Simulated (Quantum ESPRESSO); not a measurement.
The system is Mg.

```
CELL_PARAMETERS angstrom
3.17683 0.00000 0.00000
-1.58841 2.75121 0.00000
0.00000 0.00000 10.31886
ATOMIC_POSITIONS crystal
Mg 0.66667 0.33333 0.75000
Mg 0.00000 0.00000 0.50000
Mg 0.33333 0.66667 0.25000
Mg 0.00000 0.00000 0.00000
```

| Quantity | Value |
| --- | --- |
| Program | Quantum ESPRESSO 7.5 |
| Task | phonons and electron-phonon coupling |
| Functional | PBEsol |
| Potentials or basis | GBRV 1.5 PBEsol |
| Cutoff | 612 eV |
| Density cutoff | 4898 eV |
| k mesh | 8 × 8 × 2 |
| Occupations | methfessel-paxton, width 0.272 eV |
| Spin | no spin polarisation |
| Mixing beta | 0.5 |
| Most SCF iterations | 120 |
| SCF threshold | 8e-10 Ry |
| q mesh | 2 × 2 × 1 |

The cell and the atoms were relaxed first, to 22.48 Å³/atom (a = 3.161 Å, b = 3.161 Å, c = 10.392 Å, α = 90.00°, β = 90.00°, γ = 120.00°), and the response was taken there.

Q: Is this structure dynamically stable at this level, and how far does the spectrum reach?

A: Yes, as far as this q mesh shows: no mode on the path is imaginary. The highest frequency is 255 cm⁻¹.

Phonon frequencies at the corners of the path (cm⁻¹, interpolated; i marks imaginary ones):
| point | frequencies |
| --- | --- |
| Γ | 0 0 0 88 88 93 93 125 125 168 173 230 |
| M | 124 129 157 158 159 170 188 192 233 241 253 255 |
| K | 147 158 158 166 197 197 215 225 225 227 227 236 |
| A | 50 50 50 50 95 95 117 117 117 117 216 216 |
| L | 137 137 138 138 179 179 183 183 243 243 249 249 |
| H | 155 155 156 156 206 206 212 212 227 227 233 233 |

Harmonic thermodynamics per atom at this volume (zero-point energy 31.9 meV, Debye temperature from the second moment 331 K):
| T (K) | free energy (meV) | entropy (k_B) | heat capacity Cv (k_B) |
| --- | --- | --- | --- |
| 50 | 31.7 | 0.24 | 0.67 |
| 100 | 28.9 | 1.11 | 1.85 |
| 200 | 12.1 | 2.70 | 2.63 |
| 298.15 | -15.6 | 3.79 | 2.82 |
| 500 | -95.6 | 5.28 | 2.94 |
| 800 | -251.5 | 6.67 | 2.97 |

Phonon states per cell in windows of 20 cm⁻¹ (negative: imaginary):
```
from (cm⁻¹)  total
          0   0.00
         20   0.03
         40   0.10
         60   0.23
         80   0.42
        100   0.78
        120   1.56
        140   1.78
        160   1.80
        180   1.61
        200   1.06
        220   1.99
        240   0.64
```

A q mesh this small can miss soft modes between its points.

Caveat: the k mesh is coarse; the mesh is thin for the phonons of a metal; λ from interpolated matrix elements is rough: modes that symmetry makes equal can differ by tens of percent; the q mesh is small, so phonon branches between its points and thermal values are rough.
